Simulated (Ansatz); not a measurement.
Here is an Ansatz input file for C2H9BS, SMILES C[BH-](C)[SH2+]. Write the same calculation for the Python package.

```yaml
crystal:
  periodic: [false, false, false]
  atoms:
    - { symbol: C, position_ang: [-0.891, 0.9615, -0.7176] }
    - { symbol: B, position_ang: [-0.1605, -0.3443, -0.3504] }
    - { symbol: C, position_ang: [1.3578, -0.0297, -0.0739] }
    - { symbol: S, position_ang: [-0.8601, -1.106, 1.1477] }
    - { symbol: H, position_ang: [-2.0032, 0.7678, -0.9537] }
    - { symbol: H, position_ang: [-0.881, 1.749, 0.1066] }
    - { symbol: H, position_ang: [-0.463, 1.462, -1.6335] }
    - { symbol: H, position_ang: [-0.1975, -1.0898, -1.2668] }
    - { symbol: H, position_ang: [1.8643, 0.4315, -0.9194] }
    - { symbol: H, position_ang: [1.9231, -0.9724, 0.2136] }
    - { symbol: H, position_ang: [1.4775, 0.6774, 0.8106] }
    - { symbol: H, position_ang: [-0.2901, -2.2964, 1.4447] }
    - { symbol: H, position_ang: [-0.856, -0.2453, 2.2071] }
accuracy: medium
basis:
  gaussian:
    orbitals: "6-31G*"
hamiltonian:
  xc: b3lyp
  dispersion: d4
relax:
  f_tol: 0.01
```

Interactive session:
```pycon
>>> import ansatz as az
>>> import numpy as np
>>> BASIS = '6-31G*'
>>> XC = 'b3lyp'
>>> VDW = 'd4'
>>> system = (
...     az.Crystal.molecule()
...     .atom('C', (-0.891, 0.9615, -0.7176))
...     .atom('B', (-0.1605, -0.3443, -0.3504))
...     .atom('C', (1.3578, -0.0297, -0.0739))
...     .atom('S', (-0.8601, -1.106, 1.1477))
...     .atom('H', (-2.0032, 0.7678, -0.9537))
...     .atom('H', (-0.881, 1.749, 0.1066))
...     .atom('H', (-0.463, 1.462, -1.6335))
...     .atom('H', (-0.1975, -1.0898, -1.2668))
...     .atom('H', (1.8643, 0.4315, -0.9194))
...     .atom('H', (1.9231, -0.9724, 0.2136))
...     .atom('H', (1.4775, 0.6774, 0.8106))
...     .atom('H', (-0.2901, -2.2964, 1.4447))
...     .atom('H', (-0.856, -0.2453, 2.2071))
... )
>>> job = (
...     system.calculation()
...     .basis(gaussian=BASIS)
...     .functional(XC, dispersion=VDW)
...     .accuracy('medium')
... )
>>> symbols = [site.symbol for site in system.cartesian_sites]
>>> start = np.array([site.position_ang for site in system.cartesian_sites], dtype=float)
>>> def progress(event):
...     if event['event'] == 'relax_step':
...         row = event['data']
...         print(f'step {row["step"]:3d}  E = {row["lagrangian_ev"]:.6f} eV  max force {row["allowed_force_max_ev_ang"]:.4f} eV/A')
...
>>> r = job.relax(force_tolerance=0.01).session().plan().execute(on_event=progress).report
step   1  E = -13731.769419 eV  max force 3.0558 eV/A
step   2  E = -13732.709860 eV  max force 1.6238 eV/A
step   3  E = -13732.903953 eV  max force 1.0883 eV/A
step   4  E = -13732.971556 eV  max force 0.6755 eV/A
step   5  E = -13733.003001 eV  max force 0.2480 eV/A
step   6  E = -13733.010955 eV  max force 0.1786 eV/A
step   7  E = -13733.014326 eV  max force 0.0608 eV/A
step   8  E = -13733.015819 eV  max force 0.0268 eV/A
step   9  E = -13733.016192 eV  max force 0.0260 eV/A
step  10  E = -13733.015897 eV  max force 0.0428 eV/A
step  11  E = -13733.016268 eV  max force 0.0029 eV/A
>>> end = np.array(r['positions_ang'])
>>> print(f'E = {r["free_energy_ev"]:.6f} eV = {r["free_energy_ev"] / 27.211386246:.7f} Ha')
E = -13733.016500 eV = -504.6790478 Ha
>>> print('converged:', r['converged'], ' doubts:', r['published_state_doubts'] or 'none')
converged: True  doubts: none
>>> print('bond        before    after (A)')
bond        before    after (A)
>>> for i, j in [(0, 1), (0, 4), (0, 5), (0, 6), (1, 2), (1, 3), (1, 7), (2, 8), (2, 9), (2, 10), (3, 11), (3, 12)]:
...     d0, d1 = (np.linalg.norm(xyz[i] - xyz[j]) for xyz in (start, end))
...     print(f'{symbols[i]}{i}-{symbols[j]}{j}'.ljust(10), f'{d0:8.4f} {d1:8.4f}')
...
C0-B1        1.5406   1.5904
C0-H4        1.1534   1.0966
C0-H5        1.1400   1.0986
C0-H6        1.1281   1.1020
B1-C2        1.5750   1.5907
B1-S3        1.8204   2.4447
B1-H7        1.1819   1.2063
C2-H8        1.0882   1.1022
C2-H9        1.1362   1.0972
C2-H10       1.1387   1.0986
S3-H11       1.3528   1.3490
S3-H12       1.3650   1.3500
>>> with open('c2h9bs_opt.xyz', 'w') as handle:
...     handle.write(f'{len(symbols)}\nrelaxed C2H9BS\n')
...     handle.writelines(f'{s:2s} {x:11.6f} {y:11.6f} {z:11.6f}\n' for s, (x, y, z) in zip(symbols, end))
...
18
```

Reading the output:
- These settings explore the input space; basis and method may be short of convergence.
- The end point is the stationary point reached from this start; no frequency run checks that it is a minimum, and the basis set is modest.
- b3lyp holds the VWN-RPA fit, as in Gaussian; the form of ORCA and Turbomole is b3lyp5.
- The bonding changed during the relaxation, so the end is another isomer than the start names.
- Finished in 44 s on 1 thread of Arm Neoverse V2, with other jobs on the host, peak memory 0.24 GiB.

(Lines on the test bed's own set-up are left out of the output.)
